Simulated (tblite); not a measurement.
# C4H15Ge2N: the cost of one run

Computed with tblite 0.8.0 and PySCF 2.14.0, with density-fitted response routines of our own, on a single molecule in the gas phase. Atoms count from 0, in the outputs and in this text.

**1. Starting geometry**

22 atoms, charge 0, multiplicity 1; geometry from: force field or distance geometry start.

Bonds of the start (Å): C0–C1 1.49, C1–Ge2 1.95, Ge2–Ge3 2.39, Ge3–C4 1.96, C4–C5 1.49, C5–N6 1.45, C0–H7 1.10, C0–H8 1.12, C0–H9 1.12, C1–H10 1.11, C1–H11 1.12, Ge2–H12 1.54, Ge2–H13 1.55, Ge3–H14 1.54, Ge3–H15 1.58, C4–H16 1.10, C4–H17 1.14, C5–H18 1.13, C5–H19 1.13, N6–H20 1.04, N6–H21 1.04.

**2. Geometry optimisation with GFN2-xTB**

What the job is given:

```
{"job": {"kind": "relax", "xc": "GFN2-xTB", "basis": "xTB"}, "charge": 0, "multiplicity": 1}
C     -3.513800     1.089200    -0.101900
C     -3.081000    -0.280100     0.303700
Ge    -1.356000    -0.612700    -0.552200
Ge     0.475700     0.167000     0.777200
C      1.947800    -1.050000     0.350600
C      3.234200    -0.331900     0.554300
N      3.318300     0.848100    -0.290000
H     -2.930800     1.539500    -0.912400
H     -3.378200     1.747100     0.798000
H     -4.589100     1.082100    -0.419200
H     -3.009600    -0.382100     1.402700
H     -3.775800    -1.076600    -0.067700
H     -1.133900    -2.115200    -0.779600
H     -1.343300     0.206400    -1.863700
H      0.887500     1.614300     0.444200
H      0.141300     0.058800     2.318000
H      1.851400    -2.002800     0.886800
H      1.840800    -1.213700    -0.769000
H      4.069000    -1.061600     0.342400
H      3.304500     0.018500     1.630500
H      2.715200     0.742000    -1.127600
H      4.315300     1.033300    -0.529000
```

On the command line:

```sh
$ OMP_NUM_THREADS=1 python probes_run.py task.json out
```

This one command runs all jobs of the session in turn.

**Question.** How long does this first job take on 1 thread of Arm Neoverse V1, shared host?

About 1.5 s.
